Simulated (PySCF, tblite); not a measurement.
# C₇H₁₃BO: geometry, infrared bands and NMR shifts

Wanted: the infrared bands and NMR shifts of C₇H₁₃BO (`C1CC(B2CCOC2)C1`), by calculation.

Computed with tblite 0.8.0 and PySCF 2.14.0, with density-fitted response routines of our own, on a single molecule in the gas phase. Atoms count from 0, in the outputs and in this text.

### 1 Starting geometry

22 atoms, charge 0, multiplicity 1; geometry from: force field or distance geometry start.

Bonds of the start (Å): C0–C1 1.52, C1–C2 1.54, C2–B3 1.59, B3–C4 1.54, C4–C5 1.51, C5–O6 1.41, O6–C7 1.41, C2–C8 1.53, C8–C0 1.52, C7–B3 1.59, C0–H9 1.12, C0–H10 1.11, C1–H11 1.10, C1–H12 1.11, C2–H13 1.11, C4–H14 1.10, C4–H15 1.11, C5–H16 1.11, C5–H17 1.11, C7–H18 1.11, C7–H19 1.11, C8–H20 1.12, C8–H21 1.11.

### 2 Relaxing the molecule with GFN2-xTB

The job: settings as JSON, then the geometry in Å.

```
{"job": {"kind": "relax", "xc": "GFN2-xTB", "basis": "xTB"}, "charge": 0, "multiplicity": 1}
C     -2.785400    -0.120600    -0.046500
C     -1.733900     0.163200    -1.108100
C     -0.741900     0.569300     0.003200
B      0.548800    -0.355300     0.098600
C      1.562000    -0.421200    -1.065000
C      2.872200    -0.090000    -0.386400
O      2.804200    -0.426100     0.980600
C      1.467200    -0.286300     1.392200
C     -1.813200     0.277900     1.054500
H     -3.664000     0.574900    -0.116600
H     -3.079100    -1.194000     0.002200
H     -2.006500     1.005000    -1.760000
H     -1.447300    -0.760400    -1.644900
H     -0.491400     1.653600    -0.053600
H      1.578100    -1.438100    -1.492100
H      1.322600     0.324300    -1.851800
H      3.709100    -0.647500    -0.857900
H      3.093800     0.992800    -0.477000
H      1.321400     0.680700     1.919800
H      1.202200    -1.121800     2.078600
H     -2.145200     1.205400     1.595600
H     -1.584000    -0.566400     1.733800
```

Launch:

```sh
$ OMP_NUM_THREADS=1 python probes_run.py task.json out
```

One launch serves the whole session: the jobs run in the order shown.

**Question.** This job is followed by: GFN2-xTB harmonic vibrations, gas phase; GIAO PBE0/pcSseg-1 NMR shielding, non-relativistic, gas phase. What will the session give for the following? strongest single infrared mode (GFN2-xTB); zero-point energy (GFN2-xTB); 13C shifts against TMS (PBE0/pcSseg-1, means over atoms taken as alike); 1H shifts against TMS (PBE0/pcSseg-1, means over atoms taken as alike); 11B shifts against BF3·OEt2 (PBE0/pcSseg-1); 17O shifts against H2O (PBE0/pcSseg-1); surface potential, 1st and 99th percentile.

The runs gave:

```
                                                               quantity                                               value
                              strongest single infrared mode (GFN2-xTB)                               1100 cm⁻¹, 101 km/mol
                                           zero-point energy (GFN2-xTB)                                      118.1 kcal/mol
13C shifts against TMS (PBE0/pcSseg-1, means over atoms taken as alike)              74.3, 74.1, 31.0, 30.7, 27.2, 20.0 ppm
 1H shifts against TMS (PBE0/pcSseg-1, means over atoms taken as alike)  4.19, 4.11, 2.57, 2.47, 2.19, 2.16, 1.90, 1.49 ppm
                            11B shifts against BF3·OEt2 (PBE0/pcSseg-1)                                            95.1 ppm
                                 17O shifts against H2O (PBE0/pcSseg-1)                                            42.5 ppm
                                  surface potential, 1st and 99th percentile                                  -1.77 V and 1.08 V
```

What this shows: Relaxing lowered the energy by 0.675 eV in 76 steps; the close pair that moved most is C8–H20, from 1.124 to 1.088 Å. All 60 modes are real, so the xTB geometry is a minimum. The strongest single mode, at 1100 cm⁻¹, has its largest shares on B3, O6, C2 and C7 (the list is cut at 4 atoms). Unscaled tight-binding wavenumbers are off by several per cent, some by more. Its intensities can rank the bands wrongly. C5 (sp3 CH2 bonded to O) lies farthest downfield among carbon, at 74.3 ppm; pulled downfield by the heteroatom. The most deshielded hydrogen is H16, H17 (mean) (hydrogen on an sp3 CH2 bonded to O), at 4.19 ppm: its carbon carries O, which withdraws density. At PBE0/pcSseg-1: The largest span, 170 ppm, is at O6, where the paramagnetic term is -102 ppm. At PBE0/pcSseg-1, counted by nearest atom on the grid, the HOMO lies on O6 62 %; H17, H18 about 9 % each, the LUMO on B3 55 %; H13, H14, H18 about 7 % each.
